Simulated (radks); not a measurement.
**Sb in [Kr] 4d8 5s2 5p3 4f2: an all-electron calculation**

Aim: the levels, the sizes of the orbitals and the parts of the energy of neutral antimony.

Program: radks (a radial shooting solver on a logarithmic mesh, Libxc functionals) version 1. Level of theory: Dirac Kohn-Sham, BLYP, spin-unpolarised, spherical densities, finite nucleus; open shells are shared between the two j in proportion to 2j + 1. These are calculated values, not measurements, unless marked.

**1. The system**

```
element            : antimony (Z = 51)
charge             : 0
electrons          : 51
configuration      : [Kr] 4d8 5s2 5p3 4f2
nuclear rms radius : 4.6802 fm
```

The outer shells:

Sb
```
[Kr] core
4d [↑↓][↑↓][↑↓][↑ ][↑ ]
5s [↑↓]
5p [↑ ][↑ ][↑ ]
4f [↑ ][↑ ][  ][  ][  ][  ][  ]
```

**2. The calculation**

Input:

```text
Z 51
configuration [Kr] 4d8 5s2 5p3 4f2 6s0 5d0 6p0 5f0
relativity Dirac
functional b88,lyp
spin unpolarised
j_filling average
nucleus finite rms 4.6802 fm
c 137.035999084
```

Command:

```bash
python run_ks.py task.json out
```

All runs below come from this command, one after another.

Q: Predict the outcome of this run.

As calculated:

```
                        quantity                   value
                    total energy     -6480.59008 hartree
exchange-correlation share of it                  2.62 %
                            −T/E                  1.0553
          highest occupied level        4f7/2, -0.387 eV
    most extended occupied level  4f7/2, <r> = 9.99 bohr
 radius at density 0.001 e/bohr³               4.29 bohr
    maxima of the radial density                       5
```

**Reading.** 5 principal shells are occupied and 5 maxima appear in the radial density. Relativity lifts −T/E to 1.055. This is not the tabulated ground configuration, so its levels and sizes aren't those of the ground state, and no measured value stands beside it.
